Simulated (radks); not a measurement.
**Si in [Ne] 3s2 3p2: an all-electron calculation**

The task here is to estimate one member of a computed series from the others.

The numbers are computed with radks (a radial shooting solver on a logarithmic mesh, Libxc functionals) version 1 (non-relativistic Kohn-Sham, PBE, spin-polarised, spherical densities, point nucleus; open shells are filled with parallel spins first), except any that are marked as measured or tabulated.

### The atom as given

| Quantity | Value |
| --- | --- |
| element | silicon (Z = 14) |
| charge | 0 |
| electrons | 14 |
| configuration | [Ne] 3s2 3p2 |

The outer shells:

Si
```
[Ne] core
3s [↑↓]
3p [↑ ][↑ ][  ]
```

The first run:

Input:

```text
Z 14
configuration [Ne] 3s2 3p2
relativity non-relativistic
functional pbe,pbe
spin polarised
nucleus point
```

Started as:

```bash
> python run_ks.py task.json out
```

This one command runs every case of the session in turn.

One of the session's tables, all rows but one given; the rest of the session is left out.

It belongs to the step «Shells». Radial moments (bohr):

```
  level     <r>  outermost maximum (interpolated)  90 % within  nodes
  1s up  0.1117                            0.0730        0.199      0
1s down  0.1116                            0.0730        0.199      0
  2s up  0.5699                             0.456        0.898      1
2s down  0.5699                             0.456        0.898      1
  2p up  0.5382                             0.388        0.904      0
2p down  0.5381                             0.389        0.904      0
  3s up   2.168                              1.80         3.30      2
3s down   2.168                              1.78         3.33      2
  3p up       ?                                 ?            ?      ?
3p down   2.866                              2.15         4.61      1
```

Estimate the missing values for 3p up.

**Answer.** <r>: 2.745; outermost maximum (interpolated): 2.16; 90 % within: 4.33; nodes: 1. In the column «<r>» it lies between 3s down (2.168) and 3p down (2.866).

Limits of these values: Open shells are spherical and high-spin; term and fine-structure splittings are not resolved.
